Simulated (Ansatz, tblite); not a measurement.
**SiH2Me(NEt2) (C₅H₁₅NSi): rung by rung**

An exercise on one series of results from a longer session: the logs are not shown, and one member is left open.

Computed with Ansatz 0.2.0, Gaussian basis. Level: as each input shows.

Plan: GFN1-xTB, GFN2-xTB, PBE-D4/def2-TZVP, r2SCAN-D4/def2-TZVP, r2SCANh-D4/def2-TZVP, LDA/def2-TZVP, HF/def2-TZVP, PBE-D4/def2-SVP, PBE0-D4/def2-SVP, HF/6-31G, B3LYP-D4/6-31G, PBE0-D4/def2-TZVPD, PBE-D4/def2-TZVPD, r2SCANh-D4/def2-TZVPD, CCSD(T)/def2-SVP, MP2/def2-TZVP, RPA/def2-TZVP.

5 further runs of the same task are left out: 1 that didn't finish, 4 set aside as unsound or not needed.

## The geometry

The geometry is that of the singlet, from an earlier relaxation (PBE-D4/def2-SVP).

22 atoms, charge 0, spin multiplicity 1.

Bond lengths: Si1–H2 1.508 Å, Si1–H3 1.509 Å, Si1–C4 1.894 Å, Si1–N8 1.751 Å, C4–H5 1.110 Å, C4–H6 1.109 Å, C4–H7 1.110 Å, N8–C9 1.458 Å, N8–C11 1.461 Å, C9–C10 1.535 Å, C9–H13 1.112 Å, C9–H14 1.115 Å, C10–H15 1.109 Å, C10–H16 1.110 Å, C10–H17 1.110 Å, C11–C12 1.533 Å, C11–H18 1.117 Å, C11–H19 1.112 Å and more. Angles: H2–Si1–H3 110.1°, H2–Si1–C4 108.8°, H2–Si1–N8 106.8°, H3–Si1–C4 108.0°, H3–Si1–N8 107.6°, C4–Si1–N8 115.5°, Si1–C4–H5 110.7°, Si1–C4–H6 111.2°, Si1–C4–H7 110.9°, H5–C4–H6 108.1°, H5–C4–H7 107.9°, H6–C4–H7 107.9°, Si1–N8–C9 121.9°, Si1–N8–C11 120.7°, C9–N8–C11 116.6°, N8–C9–C10 114.8°, N8–C9–H13 108.4°, N8–C9–H14 109.4° and more.

PBE0-D4/def2-TZVP was run before; its log isn't repeated, and its numbers join the tables.

Set-up of the first run:

Tight binding, by tblite at 300 K electronic temperature and without a spin-polarisation term:

```python
tblite.interface.Calculator('GFN1-xTB', numbers, positions, charge=0, uhf=0).singlepoint()
```

Tight binding, by tblite at 300 K electronic temperature and without a spin-polarisation term:

```python
tblite.interface.Calculator('GFN2-xTB', numbers, positions, charge=0, uhf=0).singlepoint()
```

start.molden holds the orbitals of an earlier run on this state, given as this run's starting guess.

Contents of in.yaml:

```yaml
crystal:
  periodic: [false, false, false]
  atoms:
    - {symbol: Si, position_ang: [1.014308, 1.319072, 0.615622]}
    - {symbol: H, position_ang: [1.188456, 1.282455, 2.113558]}
    - {symbol: H, position_ang: [2.359655, 1.420512, -0.061282]}
    - {symbol: C, position_ang: [0.010188, 2.857414, 0.156089]}
    - {symbol: H, position_ang: [0.547108, 3.781814, 0.456732]}
    - {symbol: H, position_ang: [-0.978621, 2.854915, 0.658841]}
    - {symbol: H, position_ang: [-0.163164, 2.905425, -0.938775]}
    - {symbol: N, position_ang: [0.301746, -0.211800, 0.151033]}
    - {symbol: C, position_ang: [-0.641011, -0.916594, 1.012212]}
    - {symbol: C, position_ang: [-2.118063, -0.591356, 0.750822]}
    - {symbol: C, position_ang: [0.459472, -0.727027, -1.206618]}
    - {symbol: C, position_ang: [1.340443, -1.978473, -1.292271]}
    - {symbol: H, position_ang: [-0.395411, -0.679571, 2.070308]}
    - {symbol: H, position_ang: [-0.484011, -2.015931, 0.912980]}
    - {symbol: H, position_ang: [-2.327380, 0.483136, 0.930589]}
    - {symbol: H, position_ang: [-2.406796, -0.817824, -0.296248]}
    - {symbol: H, position_ang: [-2.781005, -1.185229, 1.413895]}
    - {symbol: H, position_ang: [-0.537158, -0.938886, -1.663212]}
    - {symbol: H, position_ang: [0.902149, 0.070083, -1.842956]}
    - {symbol: H, position_ang: [2.361950, -1.762414, -0.919328]}
    - {symbol: H, position_ang: [0.928558, -2.809315, -0.683571]}
    - {symbol: H, position_ang: [1.418587, -2.340406, -2.338410]}
basis:
  gaussian: {orbitals: def2-TZVP, initial_orbitals: start.molden}
hamiltonian: {xc: pbe, dispersion: d4}
scf: {omitted_lower_state_checks: [starts]}
output: {forces: true, orbitals: {seedname: orbitals}}
```

On the command line:

```console
$ ansatz run in.yaml --threads 4 --pin off --events-out ev --progress --plain --max-ram 4787MiB
```

Steps of the session up to this table: PBE-D4/def2-TZVP; r2SCAN-D4/def2-TZVP; r2SCANh-D4/def2-TZVP; LDA/def2-TZVP; HF/def2-TZVP; PBE-D4/def2-SVP; PBE0-D4/def2-SVP; HF/6-31G; B3LYP-D4/6-31G; PBE0-D4/def2-TZVPD; PBE-D4/def2-TZVPD; r2SCANh-D4/def2-TZVPD; CCSD(T)/def2-SVP; MP2/def2-TZVP; RPA/def2-TZVP.

One table of the session follows, with a row left open; its other results are not shown here.

| method | binding an atom (eV) |
| --- | --- |
| HF/6-31G | 2.743 |
| HF/def2-SVP | 2.963 |
| HF/def2-TZVP | 2.920 |
| LDA/def2-TZVP | 4.415 |
| PBE-D4/def2-SVP | 3.992 |
| PBE-D4/def2-TZVP | 3.965 |
| PBE-D4/def2-TZVPD | 3.966 |
| r2SCAN-D4/def2-TZVP | 3.908 |
| r2SCANh-D4/def2-TZVP | 3.893 |
| r2SCANh-D4/def2-TZVPD | 3.894 |
| B3LYP-D4/6-31G | 3.811 |
| PBE0-D4/def2-SVP | 3.952 |
| PBE0-D4/def2-TZVP | 3.922 |
| PBE0-D4/def2-TZVPD | 3.922 |
| MP2/def2-SVP | 3.749 |
| MP2/def2-TZVP | 3.792 |
| CCSD/def2-SVP | ? |
| CCSD(T)/def2-SVP | 3.743 |

**Question.** Estimate the row for CCSD/def2-SVP.

The run gave: binding an atom (eV): 3.711. In the column «binding an atom (eV)» it lies between HF/def2-SVP (2.963) and CCSD(T)/def2-SVP (3.743).

Among the levels timed on like hardware and quicker than the yardstick, those that no quicker one beats, quickest first: HF/6-31G (4 s, -1.001 eV); PBE-D4/def2-SVP (9.1 s, +0.249 eV); B3LYP-D4/6-31G (9.1 s, +0.068 eV); MP2/def2-TZVP (22 s, +0.049 eV).

Limits of these values: Free atoms were run apart at each level; binding is atoms less cluster, divided by the number of atoms, without zero-point or spin-orbit terms. The yardstick is in a double-zeta basis, so levels in larger sets aren't compared like for like. CCSD(T)/def2-SVP isn't at the basis-set limit; small misses against it rank nothing.
